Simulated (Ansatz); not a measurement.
## GdO: projected density of states with r2SCAN+U

Crystal: GdO.

```
Gd O
1.0
     2.80181    0.00000    0.00000
     0.00000    2.80181    0.00000
     0.00000    0.00000    2.80181
Gd O
1 1
Direct
  0.00000 0.00000 0.00000
  0.50000 0.50000 0.50000
```

The cell comes from a database or a generator and needn't be the stable form of this composition.

```
Program             : Ansatz 0.2.0
Task                : projected density of states
Functional          : r2SCAN
Potentials or basis : Ansatz PAW
Cutoff              : 500 eV (not typed: the program's choice for these potentials)
k mesh              : 9 × 9 × 9
Occupations         : fermi-dirac, width 0.05 eV
Spin                : collinear spin, ferromagnetic start
Starting moments    : [7.0, 0.0] μB
Hubbard terms       : Gd f U = 3 eV
Hubbard projectors  : ortho-atomic (the default)
Double counting     : fll (the default)
```

| Item | Value |
| --- | --- |
| Pressure | 52.2 GPa |
| Band gap on the k mesh | none (metal or under the smearing width) |
| Net moment | 7.59 μB per cell |
| Absolute moment | 7.64 μB per cell |
| Site moments | Gd +7.17; O -0.01 μB |
| Density of states at the Fermi level | 0.41 states/eV per cell |

Levels at points of the mesh, in eV from the Fermi level:
Spin up:
| k point | band 14 | band 15 | band 16 | band 17 | band 18 |
| --- | --- | --- | --- | --- | --- |
| (0.00, 0.00, 0.00) | -4.51 | -4.51 | -4.05 | -4.05 | 3.11 |
Spin down:
```tsv
k point	band 6	band 7	band 8	band 9	band 10	band 11
(0.00, 0.00, 0.00)	-4.92	-4.92	-4.92	-1.95	-1.95	2.60
```

States per cell in windows of 1 eV (zero at the Fermi level; states under -8 eV left out):
```csv
from (eV),up,down,Gd 4f down,Gd 4f up,Gd 5d down,Gd 5d up,O 2p down,O 2p up
-8.0,5.59,0.94,0.01,5.23,0.15,0.07,0.70,0.26
-7.0,1.21,0.96,0.02,0.41,0.09,0.13,0.79,0.62
-6.0,0.96,0.69,0.02,0.14,0.04,0.08,0.61,0.71
-5.0,0.03,0.00,0.00,0.00,0.00,0.00,0.00,0.02
-4.0,0.07,0.00,0.00,0.00,0.00,0.06,0.00,0.01
-3.0,0.17,0.00,0.00,0.00,0.00,0.16,0.00,0.01
-2.0,0.31,0.07,0.00,0.00,0.07,0.27,0.00,0.02
-1.0,0.21,0.18,0.01,0.00,0.16,0.19,0.00,0.01
0.0,0.19,0.32,0.05,0.00,0.25,0.16,0.01,0.01
1.0,0.32,0.77,0.42,0.00,0.29,0.24,0.01,0.02
2.0,0.47,5.70,5.34,0.00,0.21,0.35,0.06,0.04
3.0,0.73,1.18,0.82,0.00,0.26,0.59,0.04,0.07
4.0,0.44,0.58,0.12,0.00,0.36,0.29,0.04,0.06
5.0,0.09,0.84,0.06,0.00,0.62,0.06,0.09,0.02
6.0,0.00,0.35,0.01,0.00,0.23,0.00,0.05,0.00
7.0,0.00,0.02,0.00,0.00,0.01,0.00,0.00,0.00
```

Eigenvalues of the final occupation matrices:
```
  site  spin  trace                         eigenvalues
site 1     1   6.99  1.00 1.00 1.00 1.00 1.00 1.00 1.00
site 1     2   0.05  0.01 0.01 0.01 0.01 0.01 0.01 0.02
```

It took 8 s on 2 threads of Arm Neoverse V2, on a shared host, peak memory 0.42 GiB.

Caveat: the magnetic or orbital state may not be the lowest; a pressure of tens of GPa on the cell as given is suspect, and the run, the potentials or the cell itself is likely at fault; spin-orbit coupling is left out, which moves the levels of the heavy elements; a cell with one magnetic atom can't hold antiferromagnetic order, which such compounds often take; the PAW data sets come from PBE, with cores solved anew for the run's functional, which leaves a small shift of forces and pressure. The state reached can hang on the start; a lower one may exist.
